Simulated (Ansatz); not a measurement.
# Ba3MgTi4O12: the cost of one run

Program: Ansatz 0.2.0. Level of theory: DFT, PBE, plane-wave PAW, default files, scalar-relativistic, as far as a step names no other. These are calculated values, not measurements.

### 1 The structure to begin with

It takes space group Im-3m (No. 229, cubic). The conventional cell has a = 8.012 Å, b = 8.012 Å, c = 8.012 Å, α = 90.00°, β = 90.00°, γ = 90.00°. Around Mg (site symmetry m-3m) lie 12 O at 2.83 Å. Ba (site symmetry 4/mmm) has 12 O at 2.83 Å as nearest neighbours. Ti (site symmetry -3m) has 6 O at 2.00 Å as nearest neighbours. O (site symmetry mm2) is surrounded by 2 Ti at 2.00 Å and 1 Mg at 2.83 Å and 3 Ba at 2.83 Å.

As a file:

```
CELL_PARAMETERS angstrom
-4.00600 4.00600 4.00600
4.00600 -4.00600 4.00600
4.00600 4.00600 -4.00600
ATOMIC_POSITIONS crystal
Mg 0.50000 0.50000 0.50000
Ba 0.00000 0.00000 0.50000
Ba 0.00000 0.50000 0.00000
Ba 0.50000 0.00000 0.00000
Ti 0.00000 0.00000 0.00000
Ti 0.50000 0.50000 0.00000
Ti 0.50000 0.00000 0.50000
Ti 0.00000 0.50000 0.50000
O 0.00000 0.25000 0.25000
O 0.50000 0.75000 0.25000
O 0.50000 0.25000 0.75000
O 0.00000 0.75000 0.75000
O 0.25000 0.00000 0.25000
O 0.75000 0.50000 0.25000
O 0.75000 0.00000 0.75000
O 0.25000 0.50000 0.75000
O 0.25000 0.25000 0.00000
O 0.75000 0.75000 0.00000
O 0.75000 0.25000 0.50000
O 0.25000 0.75000 0.50000
```

Atom 1 of the input is the impurity.

### 2 Gradients at the starting positions

Contents of input.yaml:

```yaml
crystal:
  lattice:
    - [-4.006, 4.006, 4.006]
    - [4.006, -4.006, 4.006]
    - [4.006, 4.006, -4.006]
  atoms:
    - { symbol: Mg, position: [0.5, 0.5, 0.5] }
    - { symbol: Ba, position: [0.0, 0.0, 0.5] }
    - { symbol: Ba, position: [0.0, 0.5, 0.0] }
    - { symbol: Ba, position: [0.5, 0.0, 0.0] }
    - { symbol: Ti, position: [0.0, 0.0, 0.0] }
    - { symbol: Ti, position: [0.5, 0.5, 0.0] }
    - { symbol: Ti, position: [0.5, 0.0, 0.5] }
    - { symbol: Ti, position: [0.0, 0.5, 0.5] }
    - { symbol: O, position: [0.0, 0.25, 0.25] }
    - { symbol: O, position: [0.5, 0.75, 0.25] }
    - { symbol: O, position: [0.5, 0.25, 0.75] }
    - { symbol: O, position: [0.0, 0.75, 0.75] }
    - { symbol: O, position: [0.25, 0.0, 0.25] }
    - { symbol: O, position: [0.75, 0.5, 0.25] }
    - { symbol: O, position: [0.75, 0.0, 0.75] }
    - { symbol: O, position: [0.25, 0.5, 0.75] }
    - { symbol: O, position: [0.25, 0.25, 0.0] }
    - { symbol: O, position: [0.75, 0.75, 0.0] }
    - { symbol: O, position: [0.75, 0.25, 0.5] }
    - { symbol: O, position: [0.25, 0.75, 0.5] }
kpoints:
  mp_grid: { grid: [3, 3, 3] }
scf:
  occupations: { method: fermi_dirac, width: 0.01 }
hamiltonian:
  xc: pbe
  pseudopotentials: { kind: paw }
output:
  forces: true
  stress: true
  populations: true
  efg:
    quadrupole_moments_barn: { Mg: 0.1994, Ba: 0.236, Ti: 0.247, O: -0.02558 }
    contact_densities: true
  write_density: true
  write_potential: true
  elf: true
  volumetric_format: npy
```

Launch:

```
ansatz run input.yaml --threads 1 --pin off --max-ram 3072MiB --backend cpu --events-out ev --progress --plain --runs-dir out
```

What time and memory should one allow on 1 thread of Arm Neoverse V2, shared host?

About 16 s, with a peak of 0.68 GiB.
